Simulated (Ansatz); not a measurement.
# TiH (doublet): from Hartree-Fock to the top rungs, def2-TZVP

An exercise on one series of results from a longer session: the logs are not shown, and one member is left open.

Method: def2-TZVP, core rule «outside noble gas», up to 9 orbitals frozen; program: Ansatz 0.2.0, Gaussian basis.

The runs, in order: UHF; CCSD(T) on ROHF; CCSD(T) on UHF; CISD; CCSDT(Q) on ROHF; CCSDT(Q) on UHF; Full CI.

22 further runs of the same task are left out: 12 for a known fault of the program, 5 that didn't finish, 5 set aside as unsound or not needed.

## The system

The geometry is a PBE0/def2-TZVP stationary point (not a proven minimum) of the parent state, kept for this charge and spin.

2 atoms, charge 0, spin multiplicity 2.

Atoms are counted from 1 here; the program's logs count them from 0.

Bond lengths: Ti1–H2 1.754 Å.

Set-up of the first run:

Contents of in.yaml:

```yaml
crystal:
  periodic: [false, false, false]
  atoms:
    - {symbol: Ti, position_ang: [0.000000, 0.000000, 0.000000]}
    - {symbol: H, position_ang: [0.000000, 0.000000, 1.753968]}
basis:
  gaussian: {orbitals: def2-TZVP}
magnetization: {spin_polarized: true, initial_magnetization: 1}
hamiltonian: {xc: hf}
output: {orbitals: {seedname: orbitals}}
```

Run with:

```sh
> ansatz run in.yaml --threads 1 --pin off --events-out ev --progress --plain --max-ram 2393MiB
```

Steps of the session up to this table: UHF; CCSD(T) on ROHF; CCSD(T) on UHF; CISD; CCSDT(Q) on ROHF; CCSDT(Q) on UHF; Full CI.

One of the session's tables, all rows but one given; the rest of the session is left out.

It belongs to the step «Misses and costs». 

| method | from FCI (meV) |
| --- | --- |
| ROHF | +2969.8 |
| RMP2 | +961.8 |
| CISD | +312.5 |
| RCCSD | +162.8 |
| RCCSD(T) | +51.0 |
| RCCSDT | +7.3 |
| RCCSDT(Q) | ? |
| FCI | 0 |

Q: Estimate the row for RCCSDT(Q) from the others.

As computed: from FCI (meV): +1.0. In the column «from FCI (meV)» it lies between FCI (0) and RCCSDT (+7.3).

Left out of the table: UHF, UMP2, UCCSD, UCCSD(T), UCCSDT, UCCSDT(Q) (another determinant or state than the rows shown).
